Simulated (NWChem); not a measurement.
# C2H7AlSi (SMILES [CH2]1[AlH][CH2][SiH2]1), run twice

Aim: a single-point energy of C2H7AlSi at LCCSD/MINI.

The results are computed with NWChem 7.3.0.

2 further runs of the same task are left out: 1 that didn't finish, 1 set aside as unsound or not needed.

**1. Starting point**

The species is C2H7AlSi (11 atoms), meant as a singlet with charge 0. As SMILES, `[CH2]1[AlH][CH2][SiH2]1`. The shape is that of a PBE0-D4/def2-TZVP optimisation.

Bond lengths: C1–Al2 1.968 Å, Al2–C3 1.968 Å, C1–Si4 1.890 Å, C3–Si4 1.890 Å, C1–H5 1.090 Å, C1–H6 1.098 Å, Al2–H7 1.588 Å, C3–H8 1.098 Å, C3–H9 1.090 Å, Si4–H10 1.491 Å, Si4–H11 1.491 Å. Some angles: C1–Al2–C3 90.6°, Al2–C1–Si4 85.3°, Al2–C3–Si4 85.3°, C1–Si4–C3 95.5°, C1–Al2–H7 134.6°, C3–Al2–H7 134.6°, Al2–C1–H5 122.9°, Al2–C1–H6 110.3°, Si4–C1–H5 118.5°, Si4–C1–H6 110.7°.

**2. Try one**

File work.nw:

```
start work
title "C2H7AlSi energy"
memory 2200 mb

geometry units angstroms noautosym nocenter
   zmatrix
     C
     Al 1 1.967931
     C 2 1.967817 1 90.6236
     Si 3 1.890088 2 85.28517 1 13.41818
     H 1 1.089931 4 118.5315 3 139.19997
     H 1 1.097866 5 107.56726 4 -126.48284
     H 2 1.588487 3 134.63977 4 -163.18873
     H 3 1.097937 4 110.66909 1 95.73425
     H 3 1.089905 8 107.56751 4 -130.98022
     H 4 1.491473 3 110.40009 9 -25.15989
     H 4 1.491478 10 108.61547 1 127.84535
   end
end

basis spherical bse
   C library MINI
   Al library MINI
   Si library MINI
   H library MINI
end

scf
   singlet
   rhf
   maxiter 60
   print low
end

tce
   scf
   lccsd
   maxiter 100

task tce energy
```

Run with:

```sh
$ nwchem work.nw > work.out
```

What it wrote:

```text
Northwest Computational Chemistry Package (NWChem) 7.3.0
             --------------------------------------------------------

           Job information
           ---------------

    nwchem branch   = 7.3.0
    use scalapack   = T
    input           = work.nw
    prefix          = work.
    data base       = ./work.db
    status          = startup
    nproc           =        1

           Memory information
           ------------------

    heap     =     72089596 doubles =      550.0 Mbytes
    stack    =     72089601 doubles =      550.0 Mbytes
    global   =    144179200 doubles =     1100.0 Mbytes (distinct from heap & stack)
    total    =    288358397 doubles =     2200.0 Mbytes
    verify   = yes
    hardfail = no

           Directory information
           ---------------------

  0 permanent = .
  0 scratch   = .

[... 32 lines left out ...]
            Nuclear Dipole moment (a.u.)
[... 98 lines left out ...]
 Summary of "ao basis" -> "" (spherical)
 ------------------------------------------------------------------------------
       Tag                 Description            Shells   Functions and Types
 ---------------- ------------------------------  ------  ---------------------
 C                            MINI                   3        5   2s1p
 Al                           MINI                   5        9   3s2p
 Si                           MINI                   5        9   3s2p
 H                            MINI                   1        1   1s

 ------------------------------------------------------------------------
 tce_input: unknown directive                   0
 ------------------------------------------------------------------------
 ------------------------------------------------------------------------
  current input line :
    40: task tce energy
 ------------------------------------------------------------------------
 ------------------------------------------------------------------------
 There is an error in the input file
 ------------------------------------------------------------------------

0:tce_input: unknown directive:Received an Error in Communication
  Errorcode: -1
```

Run time: 0.5 s. Hardware: 1 thread of AMD EPYC 9R45 (Zen 5), shared host; peak memory 0.075 GiB.

**3. What went wrong**

The job stopped with an error part of the way.

The telling line is `tce_input: unknown directive                   0`. Cause: a section of the input isn't closed.

**4. The mended input**

File work.nw:

```
start work
title "C2H7AlSi"
memory stack 880 mb heap 220 mb global 1100 mb
charge 0

geometry noautosym nocenter
  zmatrix
    C
    Al 1 1.967931
    C 2 1.967817 1 90.6236
    Si 3 1.890088 2 85.28517 1 13.41818
    H 1 1.089931 4 118.5315 3 139.19997
    H 1 1.097866 5 107.56726 4 -126.48284
    H 2 1.588487 3 134.63977 4 -163.18873
    H 3 1.097937 4 110.66909 1 95.73425
    H 3 1.089905 8 107.56751 4 -130.98022
    H 4 1.491473 3 110.40009 9 -25.15989
    H 4 1.491478 10 108.61547 1 127.84535
  end
end

basis spherical bse
  C library MINI
  Al library MINI
  Si library MINI
  H library MINI
end

scf
  singlet
  rhf
  maxiter 60
  noprint "final vectors analysis"
end

tce
  scf
  lccsd
  maxiter 100
end

task tce energy
```

Run with:

```sh
$ nwchem work.nw > work.out
```

What it wrote:

```text
[...]
  functions       =    35
[...]
  wavefunction    = RHF
[...]
         Total SCF energy =   -607.074377497790
      One-electron energy =  -1233.294569105549
      Two-electron energy =    426.663864659994
 Nuclear repulsion energy =    199.556326947766
        Time for solution =      0.9s
[...]
         Wavefunction type : Restricted Hartree-Fock
          No. of electrons :    46
[...]
         Spin multiplicity : singlet
[...]
 LCCSD total energy / hartree       =      -607.278759222368649
[...]
```

Wall time 2.5 s (1 thread of AMD EPYC 9R45 (Zen 5), shared host); peak memory 0.15 GiB.

**5. Results**

Level: LCCSD/MINI.

```
          quantity          value
      total energy  -607.27876 Eh
correlation energy     -204.4 mEh
```

Mulliken charges run from -1.07 on C1 to +1.29 on Al2; they depend strongly on the basis.
